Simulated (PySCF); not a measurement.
# C3H8BNS: electronic excitations and core binding energies

Aim: predict the electronic excitations and core binding energies of C3H8BNS (`CS/C=C/BN`).

Computed with PySCF 2.14.0, with density-fitted response routines of our own, on a single molecule in the gas phase. Atoms count from 0, in the outputs and in this text.

**1. Starting geometry**

14 atoms, charge 0, multiplicity 1; geometry from: GFN2-xTB.

Bonds of the start (Å): C0–S1 1.81, S1–C2 1.75, C2–C3 1.33, C3–B4 1.56, B4–N5 1.38, C0–H6 1.09, C0–H7 1.09, C0–H8 1.09, C2–H9 1.08, C3–H10 1.08, B4–H11 1.17, N5–H12 1.01, N5–H13 1.01.

**2. Ultraviolet spectrum: CAM-B3LYP/def2-SVPD**

Job settings and geometry (Å):

```
{"job": {"kind": "uv", "xc": "CAM-B3LYP", "basis": "def2-SVPD", "nstates": 8, "ntriplets": 3}, "charge": 0, "multiplicity": 1}
C     -2.746887     0.168542    -0.300130
S     -1.639307     0.970272    -1.492488
C     -0.057485     0.782725    -0.764810
C      0.267106     0.230588     0.403400
B      1.716423     0.117072     0.958864
N      2.814183     0.297407     0.135069
H     -2.464620    -0.873848    -0.183699
H     -3.746115     0.240305    -0.717249
H     -2.700134     0.693107     0.649771
H      0.680101     1.216434    -1.424187
H     -0.533919    -0.156721     1.021251
H      1.899225    -0.138851     2.089518
H      2.744291     0.501241    -0.847779
H      3.766460     0.231280     0.450302
```

Level: TDDFT CAM-B3LYP/def2-SVPD, vertical, gas phase, core orbitals frozen in the response.

The run is started by

```console
> OMP_NUM_THREADS=1 python probes_run.py task.json out
```

This one command runs all jobs of the session in turn.

Log:

```text
coarse grid: 11992 points
cycle   1  E = -596.4728867626  dE =  6.696e-01  |g| = 4.183e-01  |ddm| = 6.141e+00
cycle   2  E = -596.4788330831  dE = -5.946e-03  |g| = 4.311e-01  |ddm| = 1.267e+00
cycle   3  E = -596.5219008471  dE = -4.307e-02  |g| = 5.581e-02  |ddm| = 6.182e-01
cycle   4  E = -596.5227102578  dE = -8.094e-04  |g| = 2.556e-02  |ddm| = 1.447e-01
cycle   5  E = -596.5228847406  dE = -1.745e-04  |g| = 7.871e-03  |ddm| = 7.096e-02
cycle   6  E = -596.5229015743  dE = -1.683e-05  |g| = 2.089e-03  |ddm| = 1.479e-02
cycle   7  E = -596.5229032099  dE = -1.636e-06  |g| = 6.416e-04  |ddm| = 6.516e-03
final grid: 110552 points
cycle   8  E = -596.5948355798  dE = -3.219e-05  |g| = 3.852e-03  |ddm| = 7.845e-02
cycle   9  E = -596.5948358961  dE = -3.163e-07  |g| = 3.896e-03  |ddm| = 1.327e-02
cycle  10  E = -596.5948393942  dE = -3.498e-06  |g| = 3.080e-04  |ddm| = 5.669e-03
cycle  11  E = -596.5948394171  dE = -2.291e-08  |g| = 1.495e-04  |ddm| = 8.973e-04
cycle  12  E = -596.5948394231  dE = -5.971e-09  |g| = 4.277e-05  |ddm| = 4.154e-04
cycle  13  E = -596.5948394236  dE = -5.195e-10  |g| = 9.912e-06  |ddm| = 1.162e-04
converged SCF energy = -596.5948394236

Static polarisability (au): isotropic 84.877, principal 57.574 80.033 117.025

Singlet excitations
state   eV       nm        f      main configurations
  1   5.0220    246.9   0.38916   H->L 0.97
  2   5.5089    225.1   0.00070   H->L+2 0.81
  3   5.8842    210.7   0.00646   H->L+1 0.72, H->L+3 0.16
  4   6.3083    196.5   0.01451   H->L+3 0.70, H->L+1 0.11
  5   6.4384    192.6   0.00055   H-2->L 0.87
  6   6.6607    186.1   0.00198   H->L+4 0.39, H->L+5 0.22, H->L+8 0.12
  7   7.0087    176.9   0.04549   H-1->L 0.40, H->L+6 0.35, H->L+5 0.17
  8   7.0903    174.9   0.00820   H->L+5 0.38, H->L+4 0.20, H-1->L 0.16

Triplet excitations (Tamm-Dancoff, eV): 3.3948 5.1721 5.7731
```

It took 63 s on 1 thread of Arm Neoverse N1, shared host; peak memory 0.86 GiB.

The orbitals next to the gap, with their largest atomic shares:

| orbital | eV | atoms |
| --- | --- | --- |
| HOMO−3 | -10.74 | C2 23 %, C3 19 %, N5 19 % |
| HOMO−2 | -10.01 | S1 31 %, B4 19 %, C3 17 % |
| HOMO−1 | -9.81 | N5 44 %, S1 15 %, C2 12 % |
| HOMO | -7.43 | S1 44 %, C3 20 %, C2 16 % |
| LUMO | 0.29 | C2 25 %, B4 23 %, C3 20 % |
| LUMO+1 | 1.04 | B4 46 %, H13 10 %, S1 10 % |
| LUMO+2 | 1.19 | S1 54 %, C0 11 %, H8 6 % |

With each of the 8 states as a Gaussian band of 0.4 eV half-width at 1/e, the curve within the window shown has maxima at 247 nm (ε 16,000), 177 nm (ε 2,200) L/(mol cm). Beyond the last state computed it falls off for lack of states. The curve at chosen wavelengths:

| nm | ε (L/mol/cm) |
| --- | --- |
| 168 | 934 |
| 172 | 1715 |
| 177 | 2227 |
| 181 | 1997 |
| 186 | 1383 |
| 190 | 1037 |
| 195 | 857 |
| 199 | 784 |
| 204 | 680 |
| 208 | 613 |
| 213 | 687 |
| 217 | 1063 |
| 222 | 2290 |
| 226 | 4106 |
| 231 | 7383 |
| 235 | 10403 |
| 240 | 13739 |
| 244 | 15371 |
| 249 | 15622 |
| 253 | 14471 |
| 258 | 11898 |
| 262 | 9466 |
| 267 | 6564 |
| 271 | 4622 |
| 276 | 2796 |
| 280 | 1785 |

Leading natural transition orbitals of singlet state 1: the hole lies on S1 50 %; C3 22 %; C2 8 %; the particle on C2 24 %; B4 22 %; C3 14 %.

Ground-state properties from the same run:

```csv
property,computed
dipole moment (D),0.56
polarisability (Å³),12.58
HOMO–LUMO gap (eV),7.73
−ε(HOMO) (eV),7.43
```

The fields below are evaluated on a grid from the run's orbitals.

Frontier orbitals at CAM-B3LYP/def2-SVPD, with the share of their density that lies nearest to each atom:

| orbital | energy (eV) | lies on |
| --- | --- | --- |
| HOMO | -7.43 | S1 50 %; C3 23 %; C2 8 % |
| LUMO | 0.29 | C2 24 %; B4 22 %; C3 15 % |

ELF in a plane through or near 11 of the atoms.

Ten even steps from ' ' (0.00) to '@' (1.00):
```
                                                        
                                                        
                  ..                                    
              **@@@@%%..                                
            ==@@@@@@@@==    ....                        
            ==@@@@@@@@++  ..%%%%..                      
              %%@@@@@@==  ++@@@@==  ::--::              
              ::##%%==++++##@@@@==  **##**::            
        ++##==--++..--@@##..%%##..  ##%%**++##**..      
      ::%%@@%%**%%##--%%==**++::  ..++..--%%@@@@**      
      --%%@@@@====##::==++%%%%==..--##--++@@@@@@%%      
        ++##**####**    --==--**##==%%%%++%%@@@@**      
            ::##@@##  ==@@%%::%%++**--++::  ::::        
            ::##%%++  %%@@@@**++====::##==              
              --==..  @@@@@@--..++##%%%%++..            
                      %%@@%%    ==%%@@##==..            
                      ..==::    ::++**++::              
                                  ....                  
                                                        
                                                        
```
The map spans 12.8 Å across and 8.9 Å up, centred on the molecule. Atoms in the plane (x, y in Å): C0 (2.8, 0.1), S1 (1.8, -1.4), C2 (0.2, -0.9), C3 (-0.3, 0.4), B4 (-1.8, 0.7), N5 (-2.8, -0.2), H7 (3.8, -0.2), H9 (-0.5, -1.7), H10 (0.4, 1.2), H11 (-2.2, 1.9), H13 (-3.8, 0.0).

On the surface of density 0.002 e/bohr³ the electrostatic potential runs, from the 1st to the 99th percentile, from -0.86 V near S1 to 1.69 V near H12.

**3. Core holes by ΔSCF: SCAN, X2C**

Same as in step 2 but for these lines:

```diff
@@ -1,2 +1,2 @@
-{"job": {"kind": "uv", "xc": "CAM-B3LYP", "basis": "def2-SVPD", "nstates": 8, "ntriplets": 3}, "charge": 0, "multiplicity": 1}
+{"job": {"kind": "xps"}, "charge": 0, "multiplicity": 1}
 C     -2.746887     0.168542    -0.300130
```

Level: delta-SCF UKS SCAN, pcX-2 on the ionised atom, pcseg-1 elsewhere, spin-free X2C.

Log:

```text
ground state, core basis on atom 0 (C), 159 functions
  cycle   1  E = -597.79032499  |g| = 5.83e-01
  cycle   2  E = -597.66230986  |g| = 8.74e-01
  cycle   3  E = -597.86699564  |g| = 2.02e-01
  cycle   4  E = -597.88014125  |g| = 5.13e-02
  cycle   5  E = -597.88070839  |g| = 2.50e-02
  cycle   6  E = -597.88086956  |g| = 5.82e-03
  cycle   7  E = -597.88087801  |g| = 1.74e-03
  cycle   8  E = -597.88087768  |g| = 8.23e-04
  cycle   9  E = -597.88087783  |g| = 1.77e-04
  E(ground) = -597.90699930 Eh
hole in C 1s of atom 0
  cycle   1  E = -586.60277381  |g| = 1.50e+00
  cycle   2  E = -583.98087008  |g| = 2.32e+00
  cycle   3  E = -586.05044859  |g| = 1.24e+00
  cycle   4  E = -587.09643554  |g| = 3.80e-01
  cycle   5  E = -587.11843059  |g| = 3.14e-01
  cycle   6  E = -587.16802359  |g| = 1.14e-01
  cycle   7  E = -587.17415861  |g| = 2.69e-02
  cycle   8  E = -587.17447594  |g| = 1.37e-02
  cycle   9  E = -587.17458403  |g| = 4.11e-03
  cycle  10  E = -587.17459911  |g| = 1.95e-03
  cycle  11  E = -587.17460535  |g| = 7.51e-04
  cycle  12  E = -587.17460652  |g| = 4.50e-04
  E(ion) = -587.20144565 Eh   <S^2> = 0.7751   hole on atom = 1.000   binding energy = 291.313 eV
ground state, core basis on atom 1 (S), 170 functions
  cycle   1  E = -598.03088370  |g| = 4.06e-01
  cycle   2  E = -598.03067654  |g| = 4.72e-02
  cycle   3  E = -598.02975785  |g| = 7.24e-02
  cycle   4  E = -598.03123385  |g| = 9.65e-03
  cycle   5  E = -598.03124258  |g| = 6.52e-03
  cycle   6  E = -598.03125552  |g| = 9.85e-04
  cycle   7  E = -598.03125497  |g| = 2.65e-04
  E(ground) = -598.04274210 Eh
hole in S 1s of atom 1
  cycle   1  E = -505.78554318  |g| = 5.08e+00
  cycle   2  E = -502.91171450  |g| = 3.00e+00
  cycle   3  E = -487.79108098  |g| = 4.15e+00
  cycle   4  E = -506.89218018  |g| = 4.68e-01
  cycle   5  E = -506.97990431  |g| = 2.30e-01
  cycle   6  E = -507.00257090  |g| = 1.05e-01
  cycle   7  E = -507.00761703  |g| = 3.95e-02
  cycle   8  E = -507.00825872  |g| = 2.16e-02
  cycle   9  E = -507.00850768  |g| = 3.36e-03
  cycle  10  E = -507.00851174  |g| = 1.78e-03
  cycle  11  E = -507.00851325  |g| = 4.37e-04
  E(ion) = -507.01242541 Eh   <S^2> = 0.7517   hole on atom = 1.000   binding energy = 2477.061 eV
hole in S 2p of atom 1
  cycle   1  E = -591.34626544  |g| = 1.53e+00
  cycle   2  E = -588.48476418  |g| = 2.23e+00
  cycle   3  E = -590.77392772  |g| = 1.24e+00
  cycle   4  E = -591.77476693  |g| = 1.84e-01
  cycle   5  E = -591.78246296  |g| = 1.60e-01
  cycle   6  E = -591.79323430  |g| = 8.48e-02
  cycle   7  E = -591.79689864  |g| = 1.56e-02
  cycle   8  E = -591.79702587  |g| = 4.80e-03
  cycle   9  E = -591.79703831  |g| = 1.92e-03
  cycle  10  E = -591.79704063  |g| = 9.54e-04
  cycle  11  E = -591.79704066  |g| = 6.30e-04
  cycle  12  E = -591.79704186  |g| = 3.30e-04
  E(ion) = -591.81562496 Eh   <S^2> = 0.7536   hole on atom = 1.001   binding energy = 169.448 eV
  2p3/2 = 169.205 eV   2p1/2 = 170.456 eV
ground state, core basis on atom 2 (C), 159 functions
  cycle   1  E = -597.88218169  |g| = 6.30e-02
  cycle   2  E = -597.88181987  |g| = 4.71e-02
  cycle   3  E = -597.88217900  |g| = 2.98e-02
  cycle   4  E = -597.88241394  |g| = 6.67e-03
  cycle   5  E = -597.88242869  |g| = 8.93e-04
  cycle   6  E = -597.88242847  |g| = 3.41e-04
  E(ground) = -597.90910010 Eh
hole in C 1s of atom 2
  cycle   1  E = -586.60306183  |g| = 1.52e+00
  cycle   2  E = -584.77000151  |g| = 2.34e+00
  cycle   3  E = -586.98833174  |g| = 6.40e-01
  cycle   4  E = -587.08132408  |g| = 4.70e-01
  cycle   5  E = -587.18283572  |g| = 1.63e-01
  cycle   6  E = -587.19489713  |g| = 6.02e-02
  cycle   7  E = -587.19619627  |g| = 4.05e-02
  cycle   8  E = -587.19740488  |g| = 1.09e-02
  cycle   9  E = -587.19754090  |g| = 6.49e-03
  cycle  10  E = -587.19763455  |g| = 4.36e-03
  cycle  11  E = -587.19770183  |g| = 2.33e-03
  cycle  12  E = -587.19771789  |g| = 9.58e-04
  cycle  13  E = -587.19772014  |g| = 4.80e-04
  E(ion) = -587.22458903 Eh   <S^2> = 0.8411   hole on atom = 1.000   binding energy = 290.740 eV
ground state, core basis on atom 3 (C), 159 functions
  cycle   1  E = -597.88092442  |g| = 6.11e-02
  cycle   2  E = -597.88027842  |g| = 5.58e-02
  cycle   3  E = -597.88059121  |g| = 4.25e-02
  cycle   4  E = -597.88109458  |g| = 7.12e-03
  cycle   5  E = -597.88110934  |g| = 1.04e-03
  cycle   6  E = -597.88111114  |g| = 3.40e-04
  E(ground) = -597.90783533 Eh
hole in C 1s of atom 3
  cycle   1  E = -586.66518150  |g| = 1.52e+00
  cycle   2  E = -585.29368074  |g| = 2.11e+00
  cycle   3  E = -587.01308809  |g| = 6.20e-01
  cycle   4  E = -587.10957110  |g| = 4.82e-01
  cycle   5  E = -587.24964149  |g| = 1.06e-01
  cycle   6  E = -587.25368609  |g| = 5.52e-02
  cycle   7  E = -587.25524262  |g| = 1.22e-02
  cycle   8  E = -587.25532489  |g| = 5.67e-03
  cycle   9  E = -587.25535102  |g| = 3.07e-03
  cycle  10  E = -587.25536078  |g| = 1.56e-03
  cycle  11  E = -587.25536286  |g| = 9.75e-04
  cycle  12  E = -587.25536538  |g| = 3.99e-04
  E(ion) = -587.28123891 Eh   <S^2> = 0.7826   hole on atom = 1.000   binding energy = 289.164 eV
ground state, core basis on atom 4 (B), 159 functions
  cycle   1  E = -597.87477154  |g| = 5.16e-02
  cycle   2  E = -597.87414769  |g| = 5.30e-02
  cycle   3  E = -597.87464904  |g| = 3.32e-02
  cycle   4  E = -597.87497023  |g| = 7.91e-03
  cycle   5  E = -597.87498601  |g| = 1.81e-03
  cycle   6  E = -597.87498967  |g| = 3.08e-04
  E(ground) = -597.90168865 Eh
hole in B 1s of atom 4
  cycle   1  E = -590.29736023  |g| = 1.17e+00
  cycle   2  E = -588.47844299  |g| = 1.89e+00
  cycle   3  E = -590.37252549  |g| = 6.75e-01
  cycle   4  E = -590.62897728  |g| = 3.92e-01
  cycle   5  E = -590.71258503  |g| = 1.03e-01
  cycle   6  E = -590.71658391  |g| = 5.28e-02
  cycle   7  E = -590.71787695  |g| = 2.46e-02
  cycle   8  E = -590.71825233  |g| = 8.37e-03
  cycle   9  E = -590.71834607  |g| = 5.14e-03
  cycle  10  E = -590.71838088  |g| = 4.30e-03
  cycle  11  E = -590.71839947  |g| = 2.58e-03
  cycle  12  E = -590.71841030  |g| = 1.31e-03
  cycle  13  E = -590.71841183  |g| = 6.60e-04
  cycle  14  E = -590.71841358  |g| = 5.72e-04
  cycle  15  E = -590.71841288  |g| = 2.37e-04
  E(ion) = -590.74596002 Eh   <S^2> = 0.8233   hole on atom = 1.000   binding energy = 194.717 eV
ground state, core basis on atom 5 (N), 159 functions
  cycle   1  E = -597.89323603  |g| = 7.18e-02
  cycle   2  E = -597.89323980  |g| = 6.70e-03
  cycle   3  E = -597.89322499  |g| = 1.04e-02
  cycle   4  E = -597.89324922  |g| = 1.56e-03
  cycle   5  E = -597.89325201  |g| = 1.84e-04
  E(ground) = -597.91741900 Eh
hole in N 1s of atom 5
  cycle   1  E = -582.31533297  |g| = 1.86e+00
  cycle   2  E = -580.02671656  |g| = 2.41e+00
  cycle   3  E = -582.64636757  |g| = 7.44e-01
  cycle   4  E = -582.82299368  |g| = 5.21e-01
  cycle   5  E = -582.96916042  |g| = 2.53e-01
  cycle   6  E = -583.01392258  |g| = 7.11e-02
  cycle   7  E = -583.01627310  |g| = 3.64e-02
  cycle   8  E = -583.01697894  |g| = 1.24e-02
  cycle   9  E = -583.01705980  |g| = 4.30e-03
  cycle  10  E = -583.01706965  |g| = 1.27e-03
  cycle  11  E = -583.01707046  |g| = 2.96e-04
  E(ion) = -583.04029481 Eh   <S^2> = 0.7640   hole on atom = 1.000   binding energy = 404.827 eV
```

Wall time 2.7 min (1 thread of Arm Neoverse N1, shared host); peak memory 0.61 GiB.

The holes in one table. −ε is the ground-state orbital energy:

```csv
hole,stands for,environment,ΔSCF (eV; 2p as the shell's mean),−ε (eV),⟨S²⟩
C1s on C0,C0,methyl carbon bonded to S,291.31,274.5,0.775
S1s on S1,S1,sulfide sulfur,2477.06,2415.1,0.752
S2p on S1,S1,sulfide sulfur,169.62,158.2,0.754
C1s on C2,C2,alkene CH,290.74,274.6,0.841
C1s on C3,C3,alkene CH,289.16,272.9,0.783
B1s on B4,B4,"boron bonded to C, N, H",194.72,179.3,0.823
N1s on N5,N5,"nitrogen bonded to B, 2 H",404.83,385.7,0.764
```

With the spin-orbit splitting: S1 2p3/2 169.20, 2p1/2 170.46 eV. The table gives each 2p level as the mean over the whole 2p shell (two parts 2p3/2, one part 2p1/2), which differs a little from the single hole in the log.

**4. Results**

| quantity | value |
| --- | --- |
| lowest singlet (CAM-B3LYP/def2-SVPD) | 5.02 eV (247 nm), f = 0.389 |
| lowest triplet | 3.39 eV |
| surface potential, 1st and 99th percentile | -0.86 V and 1.69 V |
| C1s binding energies, SCAN/pcX-2 | C0 291.31, C2 290.74, C3 289.16 eV |
| S1s binding energies, SCAN/pcX-2 | S1 2477.06 eV |
| S2p binding energies, SCAN/pcX-2 | S1 169.62 eV |
| B1s binding energies, SCAN/pcX-2 | B4 194.72 eV |
| N1s binding energies, SCAN/pcX-2 | N5 404.83 eV |

**Reading.** The lowest singlet, at 5.02 eV, is HOMO→LUMO 0.97 and is bright. The lowest triplet lies 1.63 eV below the lowest singlet (triplets in Tamm-Dancoff, singlets in full TDDFT). The C1s levels kept as sound span 2.15 eV, from C3 (alkene CH) up to C0 (methyl carbon bonded to S).
